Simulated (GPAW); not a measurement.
# CeC (Fm-3m) in GPAW: single point with PBE

Aim: the single point of CeC with PBE.

Everything below comes from runs of GPAW 26.7.0. Logs are shortened: lines on timing, memory, paths and dates and some standing lists are left out, and cuts for length are marked. The log counts tension as positive stress, the text compression.

## Step 1: Starting point

It takes space group Fm-3m (No. 225, cubic). Conventional cell: a = 5.192 Å, b = 5.192 Å, c = 5.192 Å, α = 90.00°, β = 90.00°, γ = 90.00°. Ce (site symmetry m-3m) has 6 C at 2.60 Å as nearest neighbours. Around C (site symmetry m-3m) lie 6 Ce at 2.60 Å.

The cell comes from a database or a generator and needn't be the stable form of this composition.

## Step 2: Single point, PBE, collinear spin, ferromagnetic start

Input file POSCAR:

```
CeC
1.0
    0.0000000000      2.5960690000      2.5960690000
    2.5960690000      0.0000000000      2.5960690000
    2.5960690000      2.5960690000      0.0000000000
Ce C
1 1
Direct
    0.0000000000      0.0000000000      0.0000000000
    0.5000000000      0.5000000000      0.5000000000
```

Potentials or basis: GPAW PAW data sets (gpaw-data 1.2.1), pw.

Started as:

```sh
$ OMP_NUM_THREADS=1 gpaw run POSCAR -p 'mode=PW(800),xc=PBE,kpts={size:(9,9,9),gamma:True},occupations={name:fermi-dirac,width:0.05},nbands=20,convergence={density:1e-05,energy:1e-05},maxiter=150,txt=gpaw.txt' --properties efsMm -w gs.gpw --modify 'atoms.set_initial_magnetic_moments([1.0, 0.0])'
```

Output:

```text
__  _  _
 | _ |_)|_||  |
 |__||  | ||/\| - 26.7.0

Input parameters:
  mode=PW(ecut=800.0),
  convergence={'density': 1e-05, 'energy': 1e-05},
  kpts=MonkhorstPack(size=[9, 9, 9], gamma=True),
  maxiter=150,
  nbands=20,
  occupations=Occupations(name='fermi-dirac', width=0.05),
  xc=XC(name='PBE')

Diagonalizing LCAO Hamiltonian
Converting LCAO to pw mode

               C

       Ce

Atoms  # Å, Bohr magnetons
|   | symbol |        x |        y |        z |    initial magnetic moments |
|---|--------|----------|----------|----------|-----------------------------|
| 0 |     Ce | 0.000000 | 0.000000 | 0.000000 | ( 0.0000,  0.0000,  1.0000) |
| 1 |      C | 2.596069 | 2.596069 | 2.596069 | ( 0.0000,  0.0000,  0.0000) |

Unit cell  # Å
| periodic |        x |        y |        z |  lengths |    angles |
|----------|----------|----------|----------|----------|-----------|
|      yes | 0.000000 | 2.596069 | 2.596069 | 3.671396 | 60.000000 |
|      yes | 2.596069 | 0.000000 | 2.596069 | 3.671396 | 60.000000 |
|      yes | 2.596069 | 2.596069 | 0.000000 | 3.671396 | 60.000000 |

Number of symmetries: 48
Symmetry operations  # r_c * U_cc + t_c -> r_c
|    | kind |            matrix            |
|----|------|------------------------------|
|  0 |  σ   |  1, 0, 0,  1, 0,-1,  1,-1, 0 |
|  1 |  C2  |  1, 0, 0,  1,-1, 0,  1, 0,-1 |
|  2 |  E   |  1, 0, 0,  0, 1, 0,  0, 0, 1 |
|  3 |  σ   |  1, 0, 0,  0, 0, 1,  0, 1, 0 |
|  4 |  C4  |  1, 0,-1,  1, 0, 0,  1,-1, 0 |
|  5 |  S6  |  1, 0,-1,  1,-1, 0,  1, 0, 0 |
|  6 |  σ   |  1, 0,-1,  0, 1,-1,  0, 0,-1 |
|  7 |  C3  |  1, 0,-1,  0, 0,-1,  0, 1,-1 |
|  8 |  S6  |  1,-1, 0,  1, 0, 0,  1, 0,-1 |
|  9 |  C4  |  1,-1, 0,  1, 0,-1,  1, 0, 0 |
| 10 |  C3  |  1,-1, 0,  0,-1, 1,  0,-1, 0 |
| 11 |  σ   |  1,-1, 0,  0,-1, 0,  0,-1, 1 |
| 12 |  σ   |  0, 1, 0,  1, 0, 0,  0, 0, 1 |
| 13 |  C4  |  0, 1, 0,  0, 1,-1, -1, 1, 0 |
| 14 |  C3  |  0, 1, 0,  0, 0, 1,  1, 0, 0 |
| 15 |  S6  |  0, 1, 0, -1, 1, 0,  0, 1,-1 |
| 16 |  C2  |  0, 1,-1,  1, 0,-1,  0, 0,-1 |
| 17 |  σ   |  0, 1,-1,  0, 1, 0, -1, 1, 0 |
| 18 |  S4  |  0, 1,-1,  0, 0,-1,  1, 0,-1 |
| 19 |  C4  |  0, 1,-1, -1, 1, 0,  0, 1, 0 |
| 20 |  C3  |  0, 0, 1,  1, 0, 0,  0, 1, 0 |
| 21 |  σ   |  0, 0, 1,  0, 1, 0,  1, 0, 0 |
| 22 |  S6  |  0, 0, 1,  0,-1, 1, -1, 0, 1 |
| 23 |  C4  |  0, 0, 1, -1, 0, 1,  0,-1, 1 |
| 24 |  S4  |  0, 0,-1,  1, 0,-1,  0, 1,-1 |
| 25 |  C3  |  0, 0,-1,  0, 1,-1,  1, 0,-1 |
| 26 |  C2  |  0, 0,-1,  0,-1, 0, -1, 0, 0 |
| 27 |  S6  |  0, 0,-1, -1, 0, 0,  0,-1, 0 |
| 28 |  S4  |  0,-1, 1,  1,-1, 0,  0,-1, 0 |
| 29 |  C4  |  0,-1, 1,  0, 0, 1, -1, 0, 1 |
| 30 |  C2  |  0,-1, 1,  0,-1, 0,  1,-1, 0 |
| 31 |  σ   |  0,-1, 1, -1, 0, 1,  0, 0, 1 |
| 32 |  C3  |  0,-1, 0,  1,-1, 0,  0,-1, 1 |
| 33 |  S6  |  0,-1, 0,  0, 0,-1, -1, 0, 0 |
| 34 |  S4  |  0,-1, 0,  0,-1, 1,  1,-1, 0 |
| 35 |  C2  |  0,-1, 0, -1, 0, 0,  0, 0,-1 |
| 36 |  C2  | -1, 1, 0,  0, 1, 0,  0, 1,-1 |
| 37 |  S6  | -1, 1, 0,  0, 1,-1,  0, 1, 0 |
| 38 |  S4  | -1, 1, 0, -1, 0, 1, -1, 0, 0 |
| 39 |  C3  | -1, 1, 0, -1, 0, 0, -1, 0, 1 |
| 40 |  S6  | -1, 0, 1,  0, 0, 1,  0,-1, 1 |
| 41 |  C2  | -1, 0, 1,  0,-1, 1,  0, 0, 1 |
| 42 |  C3  | -1, 0, 1, -1, 1, 0, -1, 0, 0 |
| 43 |  S4  | -1, 0, 1, -1, 0, 0, -1, 1, 0 |
| 44 |  C2  | -1, 0, 0,  0, 0,-1,  0,-1, 0 |
| 45 |  i   | -1, 0, 0,  0,-1, 0,  0, 0,-1 |
| 46 |  σ   | -1, 0, 0, -1, 1, 0, -1, 0, 1 |
| 47 |  C2  | -1, 0, 0, -1, 0, 1, -1, 1, 0 |

BZ-sampling:
  Number of BZ points: 729
  Number of IBZ points: 35

  Monkhorst-Pack size: [9, 9, 9]
  Monkhorst-Pack shift: [0, 0, 0]

K-points  # in reciprocal-cell coordinates
|     |                                coordinates |     weight |
|-----|--------------------------------------------|------------|
|   0 | (  0.00000000,   0.00000000,   0.00000000) | 0.00137174 |
|   1 | (  0.11111111,   0.11111111,   0.00000000) | 0.00823045 |
|   2 | (  0.11111111,   0.11111111,   0.11111111) | 0.01097394 |
|   3 | (  0.22222222,   0.11111111,   0.11111111) | 0.01646091 |
|   4 | (  0.22222222,   0.22222222,   0.00000000) | 0.00823045 |
|   5 | (  0.22222222,   0.22222222,   0.11111111) | 0.03292181 |
|   6 | (  0.22222222,   0.22222222,   0.22222222) | 0.01097394 |
|   7 | (  0.33333333,   0.22222222,   0.11111111) | 0.03292181 |
|   8 | (  0.33333333,   0.22222222,   0.22222222) | 0.03292181 |
|   9 | (  0.33333333,   0.33333333,  -0.33333333) | 0.01646091 |
| ... |                                            |            |
|  34 | (  0.44444444,   0.44444444,   0.44444444) | 0.01097394 |

Plane wave coefficients: 1823
Cutoff: 800.0 eV

Spin-components: 2 (collinear spins)
Bands:           20
Projectors:      13
Spin-degeneracy: 1
Datatype:        complex128

Parallelization:
  kpt:    1
  domain: 1
  band:   1

Density:
  Valence electrons: 16.0
  Components: 2
  Grid points: [24 24 24]
  Charge: 0.0  # |e|

Potential:
  Grid points: [24 24 24]

species:
  Ce:
    name:    Cerium
    Z:       58.0
    valence: 12
    core:    46
    charge:  0.0  # [|e|]
    compensation charges:
      type: gauss
      rc: 0.35  # [Å]
      lmax: 2
    cutoffs:
      filter: 1.17  # [Å]
      core: 2.14  # [Å]
    projectors
    | kind |    occ | energy [eV] | rcut [Å] |
    |------|--------|-------------|----------|
    |   5s |  2.000 |     -40.589 |    1.164 |
    |   6s |  2.000 |      -3.745 |    1.164 |
    |   5p |  6.000 |     -23.225 |    1.164 |
    |   6p |  0.000 |      -1.348 |    1.164 |
    |   5d |  1.000 |      -3.058 |    1.164 |
    |   4f |  1.000 |      -5.376 |    1.164 |
    |    d |        |      24.153 |    1.164 |
    |    f |        |      21.835 |    1.164 |

    Using partial waves for Ce as LCAO basis

  C:
    name:    Carbon
    Z:       6.0
    valence: 4
    core:    2
    charge:  0.0  # [|e|]
    compensation charges:
      type: gauss
      rc: 0.20  # [Å]
      lmax: 2
    cutoffs:
      filter: 1.14  # [Å]
      core: 1.14  # [Å]
    projectors
    | kind |    occ | energy [eV] | rcut [Å] |
    |------|--------|-------------|----------|
    |   2s |  2.000 |     -13.751 |    0.635 |
    |   2p |  2.000 |      -5.284 |    0.635 |
    |    s |        |      13.461 |    0.635 |
    |    p |        |      21.927 |    0.635 |
    |    d |        |       0.000 |    0.635 |

    Using partial waves for C as LCAO basis

Reference energy: -242131.950780  # eV

eigensolver:
  PPCG
  Converge bands: occupied
  niter=2

density mixing:
  MSR1-Mixer
  Pratt-step length: 0.05
  Maximum mixing coefficient: 0.75
  Old densities: 10
  SVD Regularization: 0.005
  Good broyden scale: 1.0
  Trust region scale: 1.0
  Backstep threshold: 4.0
  History deletion threshold: 6.0
  Fourier metric: weight=20.0, sigma=0.015

occupation numbers:
  Fermi-Dirac:
    width: 0.0500  # eV

poisson solver:
  ecut: 6400.0  # eV

xc functional:
  name: PBE with 2 nearest neighbor stencil

convergence criteria:
- Maximum integral of absolute [dens]ity change: 1e-05 electrons / valence electron
- Maximum [total energy] change in last 3 cyles: 1e-05 eV / valence electron
- Maximum integral of absolute [eigenst]ate change: 4e-08 eV^2 / valence electron
maximum number of iterations: 150

SCF iterations
|iter     | |      energy | eigst |  dens |  magmom |
|---------|-|-------------|-------|-------|---------|
|iter:   1| |  -16.189133 | -0.72 |       |  +0.9970|
|iter:   2| |  -15.718183 | -2.22 | -0.72 |  +0.9751|
|iter:   3| |  -15.391380 | -2.12 | -0.75 |  +0.8971|
|iter:   4| |  -15.063675 | -1.68 | -0.85 |  +0.7495|
|iter:   5| |  -15.036893 | -2.10 | -1.07 |  +0.5662|
|iter:   6| |  -15.061987 | -2.92 | -1.31 |  +0.2918|
|iter:   7| |  -15.069765 | -3.64 | -1.61 |  +0.0906|
|iter:   8| |  -15.068589 | -4.67 | -1.97 |  +0.0515|
|iter:   9| |  -15.068285 | -4.19 | -2.22 |  -0.0200|
|iter:  10| |  -15.068323 | -5.35 | -2.65 |  -0.0174|
|iter:  11| |  -15.068376c| -5.95 | -2.81 |  -0.0016|
|iter:  12| |  -15.068373c| -7.02 | -3.67 |  -0.0006|
|iter:  13| |  -15.068376c| -6.45 | -3.88 |  +0.0003|
|iter:  14| |  -15.068376c| -7.51c| -4.41 |  +0.0001|
|iter:  15| |  -15.068376c| -8.43c| -4.99 |  +0.0000|
|iter:  16| |  -15.068376c| -9.09c| -5.54c|  +0.0000|

Converged in 16 steps
Energy contributions relative to reference atoms: (reference = -242131.950780)

Energy contributions:
  Kinetic:         -17.466032
  Coulomb:          13.257455
  Zero:              1.047480
  External:          0.000000
  Xc:              -11.900477
  Entropy:          -0.013602
  Spinorbit:         0.000000
  ----------------------------
  Free energy:     -15.075177
  Extrapolated:    -15.068376

dipole moment: (-33.738685, -33.738685, -33.738685)  # |e|*Ang

Total magnetic moment: (0.000000, 0.000000, 0.000019)

Local magnetic moments
|        x |        y |         z |
|----------|----------|-----------|
| 0.000000 | 0.000000 |  0.000007 |  # Ce   0
| 0.000000 | 0.000000 | -0.000004 |  # C    1

Fermi level: 10.983
Eigenvalues  # (at kpt = [0.000, 0.000, 0.000])
| band index |      eig [eV] | occ [0-1] |      eig [eV] | occ [0-1] |
|------------|---------------|-----------|---------------|-----------|
|          0 |       -23.068 |     1.000 |       -23.068 |     1.000 |
|          1 |        -5.028 |     1.000 |        -5.028 |     1.000 |
|          2 |        -5.028 |     1.000 |        -5.028 |     1.000 |
|          3 |        -5.028 |     1.000 |        -5.028 |     1.000 |
|          4 |         1.849 |     1.000 |         1.849 |     1.000 |
|          5 |        10.363 |     1.000 |        10.363 |     1.000 |
|          6 |        10.363 |     1.000 |        10.363 |     1.000 |
|          7 |        10.363 |     1.000 |        10.363 |     1.000 |
|          8 |        11.275 |     0.003 |        11.275 |     0.003 |
|          9 |        11.891 |     0.000 |        11.891 |     0.000 |
|         10 |        11.891 |     0.000 |        11.891 |     0.000 |
|         11 |        11.891 |     0.000 |        11.891 |     0.000 |
|         12 |        13.235 |     0.000 |        13.235 |     0.000 |
|         13 |        13.235 |     0.000 |        13.235 |     0.000 |
|         14 |        13.235 |     0.000 |        13.235 |     0.000 |
|         15 |        13.882 |     0.000 |        13.882 |     0.000 |
|        ... |               |           |               |           |
|         19 |        15.286 |     0.000 |        15.286 |     0.000 |

No gap
No difference between direct/indirect transitions

Forces  # eV/Ang
|       x |        y |        z |
|---------|----------|----------|
| 0.00000 |  0.00000 | -0.00000 |  # Ce   0
| 0.00000 | -0.00000 | -0.00000 |  # C    1

Stress tensor  # eV/Ang^3
|         x |         y |         z |
|-----------|-----------|-----------|
| -0.000254 |  0.000000 |  0.000000 |
|  0.000000 | -0.000254 |  0.000000 |
|  0.000000 |  0.000000 | -0.000254 |

# Writing to gs.gpw (mode='')
```

It took 72 s on 1 thread of Arm Neoverse V2, shared host; peak memory 0.23 GiB.

Results:

```
Free energy            : -15.0752 eV
Pressure               : 0.0 GPa
Band gap on the k mesh : none (metal or under the smearing width)
Net moment             : 0.00 μB per cell
```

Caveat: one-centre terms of the f shell are cut off; the magnetic or orbital state may not be the lowest; spin-orbit coupling is left out, which moves the levels of the heavy elements; without U or exact exchange the open f shell lies at the Fermi level, which spoils levels, moments and volumes.
